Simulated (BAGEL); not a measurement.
**UHF/def2-SVPD (density fitting with qzvpp-jkfit) run of BSiH2F2 (SMILES FB(F)[SiH2])**

Aim: the vertical electron affinity of BSiH2F2 at UHF/def2-SVPD (density fitting with qzvpp-jkfit), from 2 runs. 

Program for the calculation: BAGEL 1.2.2.

2 further runs of the same task are left out: 2 that didn't finish.

### Step 1. Starting point

BSiH2F2: 6 atoms, total charge 0, spin state doublet. As SMILES, `FB(F)[SiH2]`. The shape is that of a GFN2-xTB optimisation.

Bond lengths: F1–B2 1.338 Å, B2–F3 1.338 Å, B2–Si4 1.901 Å, Si4–H5 1.459 Å, Si4–H6 1.459 Å. Angles: F1–B2–F3 112.7°, F1–B2–Si4 123.7°, F3–B2–Si4 123.6°, B2–Si4–H5 125.0°, B2–Si4–H6 125.1°, H5–Si4–H6 109.9°.

### Step 2. The energy at UHF/def2-SVPD (density fitting with qzvpp-jkfit)

calc.json

```json
{ "bagel": [

{
  "title": "molecule",
  "basis": "def2-svpd.json",
  "df_basis": "qzvpp-jkfit",
  "angstrom": true,
  "geometry": [
    { "atom": "F", "xyz": [       1.138830,      -0.662010,       1.575080 ] },
    { "atom": "B", "xyz": [       0.528980,      -0.732460,       0.385910 ] },
    { "atom": "F", "xyz": [       0.712660,      -1.911280,      -0.220160 ] },
    { "atom": "Si", "xyz": [      -0.490810,       0.686850,      -0.361790 ] },
    { "atom": "H", "xyz": [      -1.171950,       0.637840,      -1.650550 ] },
    { "atom": "H", "xyz": [      -0.717730,       1.981070,       0.271500 ] }
  ]
},

{
  "title": "uhf",
  "nopen": 1
},

{
  "title": "print",
  "file": "orbitals.molden",
  "orbitals": true
}

]}
```

The basis set def2-SVPD is read from a file made from the Basis Set Exchange's data (not shown).

Launch:

```console
$ BAGEL_NUM_THREADS=1 BAGEL calc.json > calc.out
```

The log of the run:

```text
* using 1 threads per process

  ===============================================================
  ===============================================================

  *** Geometry ***

  { "atom" : "F", "xyz" : [      2.152077,     -1.251018,      2.976470 ] },
  { "atom" : "B", "xyz" : [      0.999627,     -1.384149,      0.729264 ] },
  { "atom" : "F", "xyz" : [      1.346732,     -3.611796,     -0.416042 ] },
  { "atom" : "Si", "xyz" : [     -0.927496,      1.297958,     -0.683684 ] },
  { "atom" : "H", "xyz" : [     -2.214665,      1.205343,     -3.119087 ] },
  { "atom" : "H", "xyz" : [     -1.356313,      3.743680,      0.513061 ] },

  Number of auxiliary basis functions:      393

  Since a DF basis is specified, we compute 2- and 3-index integrals:
    o Being stored without compression. Storage requirement is 0.035 GB

  Number of basis functions:      106
  Number of electrons      :       39

    * METHOD: MOLECULE                             0.14

  *** Open-shell HF ***

  === Nuclear Repulsion ===
   137.9857602518

      * DIIS with orbital gradients will be used.

  === UHF iteration (def2-svpd.json) ===
      0       -513.07160737          0.04756644           0.09
      1       -513.31586426          0.03502034           0.09
      2       -513.41140475          0.02006394           0.09
      3       -513.46812937          0.00150710           0.09
      4       -513.46905111          0.00048260           0.09
      5       -513.46921476          0.00022135           0.09
      6       -513.46929227          0.00008650           0.09
      7       -513.46930484          0.00002441           0.09
      8       -513.46930578          0.00000558           0.09
      9       -513.46930586          0.00000167           0.09
     10       -513.46930587          0.00000071           0.09
     11       -513.46930588          0.00000033           0.09
     12       -513.46930588          0.00000015           0.09
     13       -513.46930589          0.00000005           0.09
     14       -513.46930589          0.00000002           0.09
     15       -513.46930589          0.00000001           0.09
     16       -513.46930589          0.00000001           0.09
    * SCF iteration converged.

    * S^2 (UHF) is 0.7639

    * Permanent dipole moment:
           (    0.452284,    -0.630373,     0.331006) a.u.

    * METHOD: UHF                                  1.67

    * METHOD: PRINT                                0.02

  ===============================================================
```

It took 1.9 s on 1 thread of Arm Neoverse V2, shared host; peak memory 0.12 GiB.

### Step 3. The singlet anion at the same level

hf.json

```json
{ "bagel": [

{
  "title": "molecule",
  "basis": "def2-svpd.json",
  "df_basis": "qzvpp-jkfit",
  "angstrom": true,
  "geometry": [
    { "atom": "F", "xyz": [       1.138830,      -0.662010,       1.575080 ] },
    { "atom": "B", "xyz": [       0.528980,      -0.732460,       0.385910 ] },
    { "atom": "F", "xyz": [       0.712660,      -1.911280,      -0.220160 ] },
    { "atom": "Si", "xyz": [      -0.490810,       0.686850,      -0.361790 ] },
    { "atom": "H", "xyz": [      -1.171950,       0.637840,      -1.650550 ] },
    { "atom": "H", "xyz": [      -0.717730,       1.981070,       0.271500 ] }
  ]
},

{ "title": "hf", "charge": -1 },

{ "title": "print", "file": "orbitals.molden", "orbitals": true }

]}
```

The basis set def2-SVPD is read from a file made from the Basis Set Exchange's data (not shown).

Launch:

```console
$ BAGEL_NUM_THREADS=1 BAGEL hf.json > hf.out
```

The log of the run:

```text
* using 1 threads per process

  ===============================================================
  ===============================================================

  *** Geometry ***

  { "atom" : "F", "xyz" : [      2.152077,     -1.251018,      2.976470 ] },
  { "atom" : "B", "xyz" : [      0.999627,     -1.384149,      0.729264 ] },
  { "atom" : "F", "xyz" : [      1.346732,     -3.611796,     -0.416042 ] },
  { "atom" : "Si", "xyz" : [     -0.927496,      1.297958,     -0.683684 ] },
  { "atom" : "H", "xyz" : [     -2.214665,      1.205343,     -3.119087 ] },
  { "atom" : "H", "xyz" : [     -1.356313,      3.743680,      0.513061 ] },

  Number of auxiliary basis functions:      393

  Since a DF basis is specified, we compute 2- and 3-index integrals:
    o Being stored without compression. Storage requirement is 0.035 GB

  Number of basis functions:      106
  Number of electrons      :       39

    * METHOD: MOLECULE                             0.14

  *** RHF ***

  === Nuclear Repulsion ===
   137.9857602518

      * DIIS with orbital gradients will be used.

  === RHF iteration (def2-svpd.json) ===
      0       -513.06750439          0.02445464           0.05
      1       -513.31101146          0.01816185           0.05
      2       -513.47289938          0.00193219           0.05
      3       -513.47617234          0.00053288           0.05
      4       -513.47639662          0.00016588           0.05
      5       -513.47643055          0.00005062           0.05
      6       -513.47643466          0.00001648           0.05
      7       -513.47643512          0.00000532           0.05
      8       -513.47643516          0.00000118           0.05
      9       -513.47643516          0.00000025           0.05
     10       -513.47643516          0.00000008           0.05
     11       -513.47643516          0.00000003           0.05
     12       -513.47643516          0.00000001           0.05
    * SCF iteration converged.

    * Permanent dipole moment:
           (   -0.544245,     0.764324,    -0.404220) a.u.

    * METHOD: HF                                   0.71

    * METHOD: PRINT                                0.02

  ===============================================================
```

Wall time 1 s (1 thread of Arm Neoverse V2, shared host); peak memory 0.12 GiB.

### Step 4. Outcome

At UHF/def2-SVPD (density fitting with qzvpp-jkfit):

```
                                                            quantity          value
                                       doublet BSiH2F2: total energy  -513.46931 Eh
                                      doublet BSiH2F2: dipole moment         2.14 D
                                               doublet BSiH2F2: ⟨S²⟩          0.764
                                         singlet anion: total energy  -513.47644 Eh
                                          singlet anion: HOMO energy       -0.96 eV
                                          singlet anion: LUMO energy        6.09 eV
singlet anion: HOMO–LUMO gap (to an unbound level, set by the basis)        7.04 eV
                   vertical electron affinity (to the singlet anion)       0.194 eV
```

At fixed nuclei the extra electron is bound by 0.19 eV (18.7 kJ/mol).
